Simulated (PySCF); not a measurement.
# AsH5Si: the cost of one run

Computed with PySCF 2.14.0 and routines of our own; the level stands in each step. Atoms count from 0.

## 1. The starting structure

7 atoms, charge 0, multiplicity 1; geometry from: GFN2-xTB.

## 2. Relaxing the molecule at PBE0-D3(BJ)/def2-SVP

The job: settings as JSON, then the geometry in Å.

```
{"job": {"xc": "PBE0", "basis": "def2-SVP", "d3": "d3bj", "grid": 1, "maxiter": 30, "shake": 0.01, "kind": "geom"}, "charge": 0, "multiplicity": 1}
Si    -0.805290     0.102170    -0.052050
As     1.389360    -0.066490    -0.714880
H     -1.668570    -0.835640    -0.810620
H     -1.291280     1.475420    -0.372920
H     -1.070790    -0.112480     1.361820
H      1.588020    -1.320310     0.072700
H      1.892510     0.728230     0.466010
```

Launch:

```sh
$ OMP_NUM_THREADS=1 python heavy_run.py task.json out
```

One launch serves the whole session: the jobs run in the order shown.

Q: Estimate the wall time and peak memory of this first job on 1 thread of Arm Neoverse V1, shared host.

About 6.6 s, with a peak of 0.32 GiB.
